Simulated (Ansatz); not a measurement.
# SnTeS (2H monolayer (Janus) type, one sheet): Wannier inputs, tried as typed

Which of these Wannier inputs for SnTeS (2H monolayer (Janus) type, one sheet) end well? Each is run as it stands.

Program: Ansatz 0.2.0. Level of theory: plane waves, PAW; the settings change from run to run, as each input shows. These are calculated values, not measurements.

2 further runs of the same task are left out: 2 that didn't finish.

**1. The system as given**

Symmetry: P3m1, No. 156, trigonal system. The conventional cell has a = 3.657 Å, b = 3.657 Å, c = 31.912 Å, α = 90.00°, β = 90.00°, γ = 120.00°. Sn (site symmetry 3m) has 3 S at 2.60 Å and 3 Te at 3.17 Å as nearest neighbours. Around S (site symmetry 3m) lie 3 Sn at 2.60 Å. Te (site symmetry 3m) is surrounded by 3 Sn at 3.17 Å.

As a file:

```
Sn S Te
1.0
     3.65719    0.00000    0.00000
    -1.82860    3.16722    0.00000
     0.00000    0.00000   31.91153
Sn S Te
1 1 1
Cartesian
  0.0000 2.1115 9.2814
  1.8286 1.0557 10.7981
  1.8286 1.0557 6.9205
```

The cell was relaxed beforehand with r2SCAN; those runs aren't shown. The cell holds one sheet and vacuum, and is periodic in the plane alone; ε, where given, is a mean over the whole height of the cell, so ε₂ and ε₁ − 1 scale inversely with that height and aren't the sheet's own values. No run includes spin-orbit coupling, which matters for Sn, Te.

**2. Try 1**

The input, input.yaml:

```yaml
crystal:
  lattice:
    - [3.6571933888, 0.0, 0.0]
    - [-1.8285966944, 3.1672223813, 0.0]
    - [0.0, 0.0, 31.9115321467]
  atoms:
    - { symbol: Sn, position: [0.3333333333, 0.6666666667, 0.2908480568] }
    - { symbol: S, position: [0.6666666667, 0.3333333333, 0.3383760047] }
    - { symbol: Te, position: [0.6666666667, 0.3333333333, 0.2168650538] }
  periodic: [true, true, false]
kpoints:
  mp_grid: { grid: [6, 6, 1] }
  band_path:
    path:
      - [0, 0, 0]
      - [0.5, 0, 0]
      - [0.3333333333333, 0.3333333333333, 0]
      - [0, 0, 0]
    npoints: 10
hamiltonian:
  xc: pbe
scf:
  occupations: { method: fermi_dirac, width: 0.02 }
  n_extra_bands: 6
output:
  forces: false
  stress: false
  eigenvalues: true
  wannier:
    kmesh: [6, 6, 1]
    projections: [{ species: S, l: s, shell: 3 }, { species: S, l: p, shell: 3 }]
    minimise: true
    write_hr: true
    conv_tol: 1.0e-08
    max_iter: 3000
```

Output (excerpt; [...] marks lines left out):

```text
scf.n_extra_bands = 6 over 18 filled bands (N_el = 36.0): the run solves 24 bands
[...]
Pseudopotentials: kind: paw
Pseudopotential: Sn, paw, valence charge 14, recommended cutoff 420 eV (normal), Sn.paw.azcp
Pseudopotential: S, paw, valence charge 6, recommended cutoff 420 eV (normal), S.paw.azcp
Pseudopotential: Te, paw, valence charge 16, recommended cutoff 420 eV (normal), Te.paw.azcp
Functional definition: PBE
[...]
Crystal: 3 atoms, lattice volume = 369.636 Å³
Basis set: ecut = 420 eV, 7163 PW (Γ)
Bands: 24, of which v1, the nominal top of the filled ones, is band 18 counted from 1 (17 counted from 0)
Symmetry: 6 space group operations
Space group: P3m1 (ITA 156), of the structure as read, at distance tolerance 7.2e-5 Å
k-points: 7 of 36 (time reversal used)
[...]
SCF iter   1: F=—  HF=-13906.149570 eV  |F-HF|=—  |Δ(HF+E_count)|=         —  Δρ=1.65e-3  dr2=1.93e-2  ethr=1.77e-3  ⟨swp⟩=16.6  Hψ=1434  notcnv=0  defer=1
[...]
SCF iter   9: F=-13906.148448 eV  HF=-13906.148448 eV  |F-HF|=1.88e-8  |Δ(HF+E_count)|=   1.92e-7  Δρ=1.37e-6  dr2=8.32e-9  ethr=2.78e-10  ⟨swp⟩=14.9  Hψ=669  notcnv=0
[...]
NSCF: frozen V_eff on 31 k-points, pencils in batches of 32, up to order 108
NSCF: frozen V_eff on 10 k-points, pencils in batches of 32, up to order 96
WARN: eigensolver did not converge in 10 slots of this pass, the one above among them; of largest residual over every band (k=6): 4 band(s) unlocked (lowest unlocked band 20, counted from 0; max residual 4.22e-2 eV among the unlocked bands, 4.22e-2 eV over every band); of lowest unlocked [...]
the Wannier pass solved 10 of the 36 points of its mesh, and has the states at the others by symmetry: states obtained by the crystal's operations at points that were solved too leave a residual of 1.37e-13 eV (read by the count's bands and the next), within 8.33e-6 eV
NSCF: frozen V_eff on 10 k-points, pencils in batches of 32, up to order 104
the Wannier pass solved 10 of the 36 points of its mesh, and has the states at the others by symmetry: states obtained by the crystal's operations at points that were solved too leave a residual of 7.97e-14 eV (read by the count's bands and the next), within 8.33e-6 eV
SCF converged after 9 iterations
Free energy (F): -13906.148448 eV
[...]
E sigma→0 (E₀):  -13906.144854 eV
Entropy (-TS):   -0.007188 eV (-2.396 meV/atom)
Fermi energy:    -5.368733 eV
[...]
--- Band table (eV; the first three rows and the last of 7) ---
[...]
  ° read free of the cell's end (the report's vacuum.weakly_bound_levels)
Wannier search: line search 1 of at most 3000: gauge-dependent spread (as the search counts it) 2.6785103 Å², largest recent change 6.2e-1 Å² and fall left 2.0e-2 Å² against conv_tol 1.0e-8 Å², 0 stops escaped
```

Run time: 17 s. Hardware: 1 × NVIDIA H100 80GB HBM3 with 2 threads of AMD EPYC 7R13 (Zen 3), shared host; peak host memory 1.3 GiB.

The run ended, but the log doubts its result. The cause: the eigensolver left some bands unconverged. The analysis is set aside.

**3. Try 2**

input.yaml, as its differences from that of step 2:

```diff
@@ -29,3 +29,3 @@
   wannier:
-    kmesh: [6, 6, 1]
+    kmesh: [12, 12, 1]
     projections: [{ species: S, l: s, shell: 3 }, { species: S, l: p, shell: 3 }]
```

Output (excerpt; [...] marks lines left out):

```text
scf.n_extra_bands = 6 over 18 filled bands (N_el = 36.0): the run solves 24 bands
[...]
[... 5 set-up lines as earlier in the session ...]
[...]
Crystal: 3 atoms, lattice volume = 369.636 Å³
Basis set: ecut = 420 eV, 7163 PW (Γ)
Bands: 24, of which v1, the nominal top of the filled ones, is band 18 counted from 1 (17 counted from 0)
[... 2 set-up lines as earlier in the session ...]
k-points: 7 of 36 (time reversal used)
[...]
SCF iter   1: F=—  HF=-13906.149570 eV  |F-HF|=—  |Δ(HF+E_count)|=         —  Δρ=1.65e-3  dr2=1.93e-2  ethr=1.77e-3  ⟨swp⟩=16.6  Hψ=1434  notcnv=0  defer=1
[...]
WARN: eigensolver did not converge in 21 slots of this pass, the one above among them; of largest residual over every band (k=7): 5 band(s) unlocked (lowest unlocked band 19, counted from 0; max residual 4.23e-2 eV among the unlocked bands, 4.23e-2 eV over every band); of lowest unlocked [...]
the Wannier pass solved 21 of the 144 points of its mesh, and has the states at the others by symmetry: states obtained by the crystal's operations at points that were solved too leave a residual of 1.15e-13 eV (read by the count's bands and the next), within 5.56e-6 eV
NSCF: frozen V_eff on 21 k-points, pencils in batches of 32, up to order 104
the Wannier pass solved 21 of the 144 points of its mesh, and has the states at the others by symmetry: states obtained by the crystal's operations at points that were solved too leave a residual of 7.08e-14 eV (read by the count's bands and the next), within 5.56e-6 eV
SCF converged after 9 iterations
Free energy (F): -13906.148448 eV
[...]
E sigma→0 (E₀):  -13906.144854 eV
Entropy (-TS):   -0.007188 eV (-2.396 meV/atom)
Fermi energy:    -5.368733 eV
[...]
--- Band table (eV; the first three rows and the last of 7) ---
[...]
  ° read free of the cell's end (the report's vacuum.weakly_bound_levels)
Wannier search: line search 1 of at most 3000: gauge-dependent spread (as the search counts it) 3.1687942 Å², largest recent change 8.3e-1 Å² and fall left 2.0e-2 Å² against conv_tol 1.0e-8 Å², 0 stops escaped
```

It took 25 s on 1 × NVIDIA H100 80GB HBM3 with 2 threads of AMD EPYC 7R13 (Zen 3), shared host; peak host memory 1.4 GiB.

The run ended, but the log doubts its result. The cause: the eigensolver left some bands unconverged. The analysis is set aside.

**4. Try 3**

input.yaml, as its differences from that of step 3:

```diff
@@ -29,4 +29,4 @@
   wannier:
-    kmesh: [12, 12, 1]
-    projections: [{ species: S, l: s, shell: 3 }, { species: S, l: p, shell: 3 }]
+    kmesh: [6, 6, 1]
+    projections: [{ species: S, l: p, shell: 3 }]
     minimise: true
```

Output (excerpt; [...] marks lines left out):

```text
scf.n_extra_bands = 6 over 18 filled bands (N_el = 36.0): the run solves 24 bands
[...]
[... 5 set-up lines as earlier in the session ...]
[...]
Crystal: 3 atoms, lattice volume = 369.636 Å³
Basis set: ecut = 420 eV, 7163 PW (Γ)
Bands: 24, of which v1, the nominal top of the filled ones, is band 18 counted from 1 (17 counted from 0)
[... 2 set-up lines as earlier in the session ...]
k-points: 7 of 36 (time reversal used)
[...]
SCF iter   1: F=—  HF=-13906.149570 eV  |F-HF|=—  |Δ(HF+E_count)|=         —  Δρ=1.65e-3  dr2=1.93e-2  ethr=1.77e-3  ⟨swp⟩=16.6  Hψ=1434  notcnv=0  defer=1
[...]
WARN: eigensolver did not converge in 10 slots of this pass, the one above among them; of largest residual over every band (k=6): 4 band(s) unlocked (lowest unlocked band 20, counted from 0; max residual 4.22e-2 eV among the unlocked bands, 4.22e-2 eV over every band); of lowest unlocked [...]
the Wannier pass solved 10 of the 36 points of its mesh, and has the states at the others by symmetry: states obtained by the crystal's operations at points that were solved too leave a residual of 1.37e-13 eV (read by the count's bands and the next), within 8.33e-6 eV
NSCF: frozen V_eff on 10 k-points, pencils in batches of 32, up to order 100
the Wannier pass solved 10 of the 36 points of its mesh, and has the states at the others by symmetry: states obtained by the crystal's operations at points that were solved too leave a residual of 7.69e-14 eV (read by the count's bands and the next), within 8.33e-6 eV
SCF converged after 9 iterations
Free energy (F): -13906.148448 eV
[...]
E sigma→0 (E₀):  -13906.144854 eV
Entropy (-TS):   -0.007188 eV (-2.396 meV/atom)
Fermi energy:    -5.368733 eV
[...]
--- Band table (eV; the first three rows and the last of 7) ---
[...]
  ° read free of the cell's end (the report's vacuum.weakly_bound_levels)
Wannier search: line search 1 of at most 3000: gauge-dependent spread (as the search counts it) 1.6861193 Å², largest recent change 1.6e-1 Å² and fall left 1.2e-2 Å² against conv_tol 1.0e-8 Å², 0 stops escaped
```

Run time: 15 s. Hardware: 1 × NVIDIA H100 80GB HBM3 with 2 threads of AMD EPYC 7R13 (Zen 3), shared host; peak host memory 1.3 GiB.

The run ended, but the log doubts its result. The cause: the eigensolver left some bands unconverged. The analysis is set aside.

**5. Try 4**

input.yaml, as its differences from that of step 4:

```diff
@@ -23,3 +23,3 @@
   occupations: { method: fermi_dirac, width: 0.02 }
-  n_extra_bands: 6
+  n_extra_bands: 12
 output:
@@ -30,3 +30,9 @@
     kmesh: [6, 6, 1]
-    projections: [{ species: S, l: p, shell: 3 }]
+    projections:
+      - { species: S, l: s, shell: 3 }
+      - { species: S, l: p, shell: 3 }
+      - { species: Te, l: s, shell: 5 }
+      - { species: Te, l: p, shell: 5 }
+      - { species: Sn, l: s, shell: 5 }
+      - { species: Sn, l: p, shell: 5 }
     minimise: true
@@ -35 +41,2 @@
     max_iter: 3000
+    disentanglement: { window: [-29.83, 12.17], frozen_window: [-11.83, -2.33] }
```

Output (excerpt; [...] marks lines left out):

```text
scf.n_extra_bands = 12 over 18 filled bands (N_el = 36.0): the run solves 30 bands
[...]
[... 5 set-up lines as earlier in the session ...]
[...]
Crystal: 3 atoms, lattice volume = 369.636 Å³
Basis set: ecut = 420 eV, 7163 PW (Γ)
Bands: 30, of which v1, the nominal top of the filled ones, is band 18 counted from 1 (17 counted from 0)
[... 2 set-up lines as earlier in the session ...]
k-points: 7 of 36 (time reversal used)
[...]
SCF iter   1: F=—  HF=-13906.148900 eV  |F-HF|=—  |Δ(HF+E_count)|=         —  Δρ=1.65e-3  dr2=1.93e-2  ethr=1.77e-3  ⟨swp⟩=13.6  Hψ=1676  notcnv=0  defer=9
[...]
WARN: eigensolver did not converge in 4 slots of this pass, the one above among them; of largest residual over every band (k=9): 1 band(s) unlocked (lowest unlocked band 29, counted from 0; max residual 2.16e-3 eV among the unlocked bands, 2.16e-3 eV over every band); of lowest unlocked [...]
NSCF: frozen V_eff on 10 k-points
the Wannier pass solved 10 of the 36 points of its mesh, and has the states at the others by symmetry: states obtained by the crystal's operations at points that were solved too leave a residual of 4.71e-13 eV (read by the count's bands and the next), within 8.33e-6 eV
SCF converged after 9 iterations
Free energy (F): -13906.148448 eV
[...]
E sigma→0 (E₀):  -13906.144854 eV
Entropy (-TS):   -0.007188 eV (-2.396 meV/atom)
Fermi energy:    -5.368748 eV
[...]
--- Band table (eV; the first three rows and the last of 7) ---
[...]
  ° read free of the cell's end (the report's vacuum.weakly_bound_levels)
  °? not known for the slab's own: over its row's bound_up_to_ev there, or no deeper under its free states than its continued_xc_part_ev in size
Wannier search: line search 1 of at most 3000: gauge-dependent spread (as the search counts it) 8.1803317 Å², largest recent change 1.9e0 Å² and fall left 8.0e-3 Å² against conv_tol 1.0e-8 Å², 0 stops escaped
```

It took 32 s on 1 × NVIDIA H100 80GB HBM3 with 2 threads of AMD EPYC 7R13 (Zen 3), shared host; peak host memory 1.4 GiB.

The run ended, but the log doubts its result. The cause: the eigensolver left some bands unconverged. The analysis is set aside.

**6. Try 5**

input.yaml, as its differences from that of step 5:

```diff
@@ -20,6 +20,6 @@
 hamiltonian:
-  xc: pbe
+  xc: r2scan
 scf:
   occupations: { method: fermi_dirac, width: 0.02 }
-  n_extra_bands: 12
+  n_extra_bands: 6
 output:
@@ -30,9 +30,3 @@
     kmesh: [6, 6, 1]
-    projections:
-      - { species: S, l: s, shell: 3 }
-      - { species: S, l: p, shell: 3 }
-      - { species: Te, l: s, shell: 5 }
-      - { species: Te, l: p, shell: 5 }
-      - { species: Sn, l: s, shell: 5 }
-      - { species: Sn, l: p, shell: 5 }
+    projections: [{ species: S, l: s, shell: 3 }, { species: S, l: p, shell: 3 }]
     minimise: true
@@ -41,2 +35,5 @@
     max_iter: 3000
-    disentanglement: { window: [-29.83, 12.17], frozen_window: [-11.83, -2.33] }
+  write_density: true
+  write_potential: true
+  elf: true
+  volumetric_format: npy
```

Output (excerpt; [...] marks lines left out):

```text
scf.n_extra_bands = 6 over 18 filled bands (N_el = 36.0): the run solves 24 bands
[...]
[... 1 set-up line as earlier in the session ...]
Pseudopotential: Sn, paw, valence charge 14, recommended cutoff 500 eV (meta_gga), Sn.paw.azcp
Pseudopotential: S, paw, valence charge 6, recommended cutoff 500 eV (meta_gga), S.paw.azcp
Pseudopotential: Te, paw, valence charge 16, recommended cutoff 500 eV (meta_gga), Te.paw.azcp
Functional definition: r2SCAN
[...]
Crystal: 3 atoms, lattice volume = 369.636 Å³
Basis set: ecut = 500 eV, 9477 PW (Γ), exchange–correlation on 108×108×960 points (64 copies of the dense FFT grid, shifted against one another)
Bands: 24, of which v1, the nominal top of the filled ones, is band 18 counted from 1 (17 counted from 0)
[... 2 set-up lines as earlier in the session ...]
k-points: 7 of 36 (time reversal used)
[...]
SCF iter   1: F=—  HF=-13939.107155 eV  |F-HF|=—  |Δ(HF+E_count)|=         —  Δρ=2.77e-3  dr2=8.57e-2  dr2_τ=7.08e-3  ethr=1.77e-3  ⟨swp⟩=15.9  Hψ=1431  notcnv=0
[...]
WARN: eigensolver did not converge in 10 slots of this pass, the one above among them; of largest residual over every band (k=1): 5 band(s) unlocked (lowest unlocked band 19, counted from 0; max residual 6.07e-2 eV among the unlocked bands, 6.07e-2 eV over every band); of lowest unlocked [...]
NSCF: frozen V_eff on 10 k-points, pencils in batches of 32, up to order 104
the Wannier pass solved 10 of the 36 points of its mesh, and has the states at the others by symmetry: states obtained by the crystal's operations at points that were solved too leave a residual of 7.93e-14 eV (read by the count's bands and the next), within 8.33e-6 eV
WARN: The output density's exchange-correlation potential varies sharply where the density is thin. Do not read a vacuum level from v_tot or v_xc, or from such a field of the output density. On a cell that repeats whose density bears no net charge and no dipole along the vacuum's axis use [...]
SCF converged after 11 iterations
Free energy (F): -13939.128319 eV
[...]
E sigma→0 (E₀):  -13939.124191 eV
Entropy (-TS):   -0.008255 eV (-2.752 meV/atom)
Fermi energy:    -5.474223 eV
[...]
--- Band table (eV; the first three rows and the last of 7) ---
[...]
  ° read free of the cell's end (the report's vacuum.weakly_bound_levels)
Wannier search: line search 1 of at most 3000: gauge-dependent spread (as the search counts it) 2.8438968 Å², largest recent change 6.5e-1 Å² and fall left 2.0e-2 Å² against conv_tol 1.0e-8 Å², 0 stops escaped
```

Run time: 21 s. Hardware: 1 × NVIDIA H100 80GB HBM3 with 2 threads of AMD EPYC 7R13 (Zen 3), shared host; peak host memory 1.8 GiB.

The run ended, but the log doubts its result. The cause: the eigensolver left some bands unconverged. The analysis is set aside.

**7. Summary**

| try | settings | ended | fault | time |
| --- | --- | --- | --- | --- |
| 1 | PBE, 4 functions, 6×6×1 | ended with warnings | the eigensolver left some bands unconverged | 17 s |
| 2 | PBE, 4 functions, 12×12×1 | ended with warnings | the eigensolver left some bands unconverged | 25 s |
| 3 | PBE, 3 functions, 6×6×1 | ended with warnings | the eigensolver left some bands unconverged | 15 s |
| 4 | PBE, 12 functions, 6×6×1, window -29.83 to 12.17 eV, frozen -11.83 to -2.33 eV | ended with warnings | the eigensolver left some bands unconverged | 32 s |
| 5 | r2SCAN, 4 functions, 6×6×1 | ended with warnings | the eigensolver left some bands unconverged | 21 s |

**Reading.** 5 ended with warnings. No run passed without a fault or warning, so no result is quoted.
